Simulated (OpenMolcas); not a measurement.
# Re⁴⁺ among point charges: CASSCF and CASPT2 levels and susceptibility

Aim: the splitting of the states of Re⁴⁺ in the field of 4 point charges, its lowest levels with spin-orbit coupling and its magnetic susceptibility.

Method: state-averaged CASSCF and CASPT2, spin-orbit coupling by RASSI with atomic mean-field integrals. Code: OpenMolcas 26.06.

**1. The system**

* Species: Re⁴⁺ (rhenium, Z = 75, 71 electrons)
* Basis: ANO-RCC-VDZP [7s6p4d2f1g], 68 functions
* Scalar Hamiltonian: DKH2, point nucleus
* Inactive shells: 1s 2s 2p 3s 3p 3d 4s 4p 4d 4f 5s 5p
* Active space: 3 electrons in 5 orbitals (5d)
* Some configurations of this space: 5d³
* Orbitals: optimised for each spin and parity, averaged over all roots

Outer shells as boxes (Hund's rule):

5d3
```
5d [↑ ][↑ ][↑ ][  ][  ]
```

The ion sits among 4 point charges of -2.5 e arranged as a square (D4h), 2.15 Å from the ion.

The work runs as a chain of OpenMolcas steps in one folder; each step below is one input file. Labels, J, g values, rates, χT and fits are worked out afterwards by a script from the matrices that RASSI stores. The input lists half of the charges; inversion (Group=XYZ) makes the rest.

**2. GATEWAY and SEWARD: basis and integrals**

The input, a.inp:

```
&GATEWAY
Coord
1

Re 0.0 0.0 0.0
Basis=ANO-RCC-VDZP
Group=XYZ
NoMove
AngMom=0.0 0.0 0.0
AMFI
XField
2 Angstrom 0
2.150000 0.000000 0.000000 -2.500000
0.000000 2.150000 0.000000 -2.500000
&SEWARD
```

**3. CASSCF: quartets of even parity, 10 roots**

The input, a.inp:

```
&RASSCF
FileOrb=start.orb
Symmetry=1
Spin=4
nActEl=3 0 0
Inactive=15 19
Ras2=5 0
CIRoot=10 10 1
SDav=10
CIMx=300
Iter=120 100
PrWF=0.3
OrbListing=Nothing
MaxOrb=0
>>> COPY $Project.JobIph JOB001
```

start.orb holds the contracted functions of the basis, ordered by shell, or the orbitals of the step before.

**4. CASSCF: doublets of even parity, 40 roots**

The input, a.inp:

```
&RASSCF
FileOrb=start.orb
Symmetry=1
Spin=2
nActEl=3 0 0
Inactive=15 19
Ras2=5 0
CIRoot=40 40 1
SDav=40
CIMx=300
Iter=120 100
PrWF=0.3
OrbListing=Nothing
MaxOrb=0
>>> COPY $Project.JobIph JOB002
```

**5. State interaction with spin-orbit coupling**

The input, a.inp:

```
&RASSI
NrOfJobIphs=2 10 40
1 2 3 4 5 6 7 8 9 10
1 2 3 4 5 6 7 8 9 10 11 12 13 14 15 16 17 18 19 20 21 22 23 24 25 26 27
28 29 30 31 32 33 34 35 36 37 38 39 40
IphNames
JOB001
JOB002
EJob
SpinOrbit
DIPRint=1.0
SOCoupling=1000.0
Subsets=2
Property=9
'ANGMOM' 1 'ANGMOM' 2 'ANGMOM' 3 'MLTPL  1' 1 'MLTPL  1' 2 'MLTPL  1' 3
'AMFI' 1 'AMFI' 2 'AMFI' 3
SOProperty=3
'ANGMOM' 1 'ANGMOM' 2 'ANGMOM' 3
```

**6. CASPT2: IPEA 0.25, imaginary shift 0.1 (closed shells correlated: 5s 5p)**

The input, a.inp:

```
>>> COPY JOB001 $Project.JobIph
&CASPT2
Multistate=10 1 2 3 4 5 6 7 8 9 10
NoMult
Frozen=14 16
IPEA=0.25
Imaginary=0.1
MaxIter=60
WThr=0.0 0.3 0.05
PrWF=0.5
NoMix
>>> COPY JOB002 $Project.JobIph
&CASPT2
Multistate=40 1 2 3 4 5 6 7 8 9 10 11 12 13 14 15 16 17 18 19 20 21 22
23 24 25 26 27 28 29 30 31 32 33 34 35 36 37 38 39 40
NoMult
Frozen=14 16
IPEA=0.25
Imaginary=0.1
MaxIter=60
WThr=0.0 0.3 0.05
PrWF=0.5
NoMix
```

(Steps that only read results are left out.)

Before running it: what results should come out? Wanted: spin-free ground state; first state of the same spin within the active space; lowest level; next level.

**Answer**, as computed:

| quantity | value |
| --- | --- |
| method | SS-CASPT2, IPEA 0.25, imaginary shift 0.1 (closed shells correlated: 5s 5p) |
| spin-free ground state | 4A2, 1-fold in its orbital part |
| first state of the same spin within the active space | 4E at 10700 cm⁻¹ |
| lowest level | 2-fold E3/2, g = 0.12, 0.12, 5.15 |
| next level | 1037.1 cm⁻¹ |
| χT at 300 K | 0.99 cm³ K/mol |
| effective moment at 300 K | 2.81 μB |

Cost by method:

| method | time of its own steps | time with the reference |
| --- | --- | --- |
| A. CASSCF | 7 s | 7 s |
| B. SS-CASPT2, IPEA 0.25, imaginary shift 0.1, +5s 5p | 3.6 s | 11 s |

Times are of one thread on a shared host.

The spin-free ground state (4A2) comes to 67 % from free-ion P terms and keeps the highest spin of the shell. χT at 300 K is 0.99, against 1.88 cm³ K/mol for the spin alone, so spin-orbit coupling lowers it. The field of point charges can differ much from that of real complexes. This is an electrostatic model: the charges have no orbitals.
